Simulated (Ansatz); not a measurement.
# Cl2H2SSn: the cost of one run

Method: unrestricted cation, the program's frozen cores in correlated methods; program: Ansatz 0.2.0, Gaussian basis.

The runs, in order: UKS PBE-D4/def2-TZVPP; UKS r2SCAN-D4/def2-TZVPP; UKS PBE0-D4/def2-TZVPP; UKS B3LYP-D4/def2-TZVPP; UKS wB97X-V/def2-TZVPP; UKS wB97M-V/def2-TZVPP; UKS B2PLYP/def2-TZVPP; UHF-CCSD(T)/def2-TZVPP; UHF-MP2/def2-QZVPP; extrapolation to the limit; then −ε(HOMO) from the neutral's earlier runs with LDA (SPW92), PBE-D4, revPBE-D4, BLYP-D4, r2SCAN-D4, B97M-V, PBE0-D4, B3LYP-D4, r2SCANh-D4, r2SCAN0-D4, HSE06-D4, BHLYP-D4, CAM-B3LYP-D4, LC-ωPBE, ωB97X-V, ωB97M-V.

## 1. Structure used throughout

All runs share one geometry, relaxed beforehand with PBE0-D4 in a triple-zeta def2 set. Sn takes the def2 core potential; no spin-orbit term is included.

SMILES `[SH][SnH]([Cl])[Cl]`, 6 atoms, charge 0, spin multiplicity 1.

Atoms are counted from 1 here; the program's logs count them from 0.

Bond lengths: S1–Sn2 2.375 Å, S1–H5 1.345 Å, Sn2–Cl3 2.316 Å, Sn2–Cl4 2.309 Å, Sn2–H6 1.697 Å. Angles: Sn2–S1–H5 92.1°, S1–Sn2–Cl3 108.8°, S1–Sn2–Cl4 105.5°, S1–Sn2–H6 117.2°, Cl3–Sn2–Cl4 108.3°, Cl3–Sn2–H6 107.7°, Cl4–Sn2–H6 109.2°.

## 2. Cation, UKS PBE-D4/def2-TZVPP

Contents of in.yaml:

```yaml
crystal:
  periodic: [false, false, false]
  atoms:
    - {symbol: S, position_ang: [-0.285886, 0.525413, -1.853891]}
    - {symbol: Sn, position_ang: [0.246652, -0.314047, 0.303414]}
    - {symbol: Cl, position_ang: [-1.280104, 0.527948, 1.828044]}
    - {symbol: Cl, position_ang: [-0.050546, -2.599509, 0.168767]}
    - {symbol: H, position_ang: [-0.390337, 1.784643, -1.391624]}
    - {symbol: H, position_ang: [1.802422, 0.011453, 0.899089]}
basis:
  gaussian: {orbitals: def2-TZVPP}
total_charge: 1
magnetization: {spin_polarized: true, initial_magnetization: 1}
hamiltonian: {xc: pbe, dispersion: d4}
```

On the command line:

```sh
$ ansatz run in.yaml --threads 2 --pin off --events-out ev --progress --plain --max-ram 32768MiB --backend cpu
```

**Question.** How long does this run take on 2 threads of AMD EPYC 7R13, shared host, and how much memory does it need?

About 74 s, with a peak of 0.66 GiB.
